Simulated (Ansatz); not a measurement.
What does this script print? It uses the Python package of Ansatz (0.2.0).

Script `run_formation.py`:
```python
"""Formation energy of NaLa3 from the elements, after relaxing cells and atoms."""

from collections import Counter
from dataclasses import dataclass
import warnings

import ansatz as az
import numpy as np


@dataclass(frozen=True)
class Options:
    cutoff: int = 460
    k_spacing: float = 0.33
    occupations: str = "cold"
    width_ev: float = 0.1


settings = Options()

PHASES = {
    "NaLa3": (
        [(5.256287, 0.0, 0.0), (0.0, 5.256287, 0.0), (0.0, 0.0, 5.256287)],
        [
            ("Na", (0.0, 0.0, 0.0)),
            ("La", (0.5, 0.0, 0.5)),
            ("La", (0.0, 0.5, 0.5)),
            ("La", (0.5, 0.5, 0.0)),
        ],
    ),
    "Na": (
        [(-2.141, 2.141, 2.141), (2.141, -2.141, 2.141), (2.141, 2.141, -2.141)],
        [
            ("Na", (0.0, 0.0, 0.0)),
        ],
    ),
    "La": (
        [(3.77, 0.0, 0.0), (-1.885, 3.26491577, 0.0), (0.0, 0.0, 12.159)],
        [
            ("La", (0.0, 0.0, 0.0)),
            ("La", (0.0, 0.0, 0.5)),
            ("La", (1 / 3, 2 / 3, 0.75)),
            ("La", (2 / 3, 1 / 3, 0.25)),
        ],
    ),
}


def build(vectors, sites):
    crystal = az.Crystal(lattice=az.Lattice.of(vectors))
    for symbol, position in sites:
        crystal = crystal.atom(symbol, position)
    return crystal


def ground_state(name, crystal):
    calc = crystal.calculation()
    calc = calc.functional(az.Functional.PBESOL)
    calc = calc.basis(settings.cutoff)
    calc = calc.kpoints(spacing=settings.k_spacing)
    calc = calc.occupations(settings.occupations, width=settings.width_ev)
    calc = calc.stress()
    calc = calc.relax(force_tolerance=0.03, cell=True)
    return calc.run(threads=1)


def counts(outcome):
    return Counter(site.symbol for site in outcome.lattice.sites)

def formation_energy(outcome, mu):
    n = counts(outcome)
    return (outcome.report["energy_sigma0_ev"] - sum(k * mu[element] for element, k in n.items())) / sum(n.values())


def volume_per_atom(outcome):
    return abs(np.linalg.det(outcome.lattice.cell_ang)) / len(outcome.lattice.sites)

warnings.simplefilter("ignore", az.DeckWarning)

phases = {name: build(*cell) for name, cell in PHASES.items()}

done = {name: ground_state(name, crystal) for name, crystal in phases.items()}

# energy of one atom in its reference phase
references = {"Na": "Na", "La": "La"}
mu = {element: done[name].report["energy_sigma0_ev"] / len(done[name].lattice.sites) for element, name in references.items()}

target = done["NaLa3"]
heat = formation_energy(target, mu)
n = counts(target)
print("cell content:", dict(n), " volume", round(volume_per_atom(target), 3), "A^3/atom")
print("formation energy", round(heat, 4), "eV/atom,", round(heat * sum(n.values()), 4), "eV per cell")
print("bound against the elements" if heat < 0 else "unbound against the elements")
```

Running `python run_formation.py` prints:
```text
cell content: {<Element.NA: 'Na'>: 1, <Element.LA: 'La'>: 3}  volume 33.786 A^3/atom
formation energy 0.2487 eV/atom, 0.9949 eV per cell
unbound against the elements
```

What to keep in mind:
- For the metals among these phases the mesh is modest: differences between phases can be off by up to 40 meV an atom.
- The cells come from databases of deposited and of computed structures, and not all need be stable phases.
- The compound is the structure given, not necessarily its lowest; energies are at zero temperature, with no correction for gases. A semilocal functional's error on such energies is often 0.05 to 0.1 eV an atom, and 0.1 to 0.3 eV against gases such as O2 or F2.
- Wall time of the script: 26 s on 1 thread of Arm Neoverse V2, with other jobs on the host, peak memory 0.51 GiB.

(Lines on the test bed's own set-up are left out of the output.)
